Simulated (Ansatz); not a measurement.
This script drives the Python package of Ansatz (0.2.0).

`c3h6bf.py`
```python
import ansatz
from ase import Atoms


def energy_of(molecule, charge=0, unpaired=0):
    calc = (
        molecule.calculation()
        .basis(gaussian="def2-SVPD")
        .functional("pbe0")
    )
    if charge:
        calc = calc.charge(charge)
    if unpaired:
        calc = calc.spin("collinear", total=unpaired)
    return calc.run(threads=1, backend="cpu").report["free_energy_ev"]

def without(molecule, index):
    rest = ansatz.Crystal.molecule()
    for i, site in enumerate(molecule.cartesian_sites):
        if i != index:
            rest = rest.atom(site.symbol, site.position_ang)
    return rest

atoms = Atoms(["C", "C", "C", "B", "F", "H", "H", "H", "H", "H", "H"], positions=[
    [-0.9739, 0.2812, 0.8834],
    [-0.2383, -0.539, -0.1144],
    [1.196, -0.3652, -0.1037],
    [0.5009, 0.2974, -1.3371],
    [0.359, 1.0199, -2.5889],
    [-2.0581, 0.4737, 0.4931],
    [-0.5408, 1.3328, 1.0232],
    [-1.0279, -0.1739, 1.8459],
    [-0.6133, -1.5269, -0.3374],
    [1.6492, 0.3987, 0.6228],
    [1.8125, -1.2556, -0.3663],
])
system = ansatz.Crystal.molecule_from_ase(atoms)

whole = energy_of(system, 0)
hydrogen = energy_of(ansatz.Crystal.molecule().atom("H", (0, 0, 0)), 0, 1)
print(f"E(molecule) = {whole:.5f} eV, E(H) = {hydrogen:.5f} eV")
for index in [7, 8, 10]:
    radical = energy_of(without(system, index), 0, 1)
    print(f"H{index}: homolysis {96.485332 * (radical + hydrogen - whole):.1f} kJ/mol")
    anion = energy_of(without(system, index), -1)
    print(f"H{index}: loss of a proton {96.485332 * (anion - whole):.1f} kJ/mol")
```

It is started by `python c3h6bf.py`. How long does it take on 1 thread of Arm Neoverse V2, on a shared host, and how much memory does it need?

It took about 38 s, with a peak of 0.41 GiB, for 8 runs of the engine.

Output of `python c3h6bf.py`:
```text
E(molecule) = -6589.06390 eV, E(H) = -13.61361 eV
H7: homolysis 439.5 kJ/mol
H7: loss of a proton 1718.2 kJ/mol
H8: homolysis 442.1 kJ/mol
H8: loss of a proton 1671.1 kJ/mol
H10: homolysis 427.9 kJ/mol
H10: loss of a proton 1629.8 kJ/mol
```

Total energies depend on the basis set; only differences at equal settings carry meaning. The geometry is a force-field or estimated start, not a minimum of this method, and the basis set is short of its limit. All parts are taken at fixed geometry, without zero-point energy.

(Lines on the test bed's own set-up are left out of the output.)
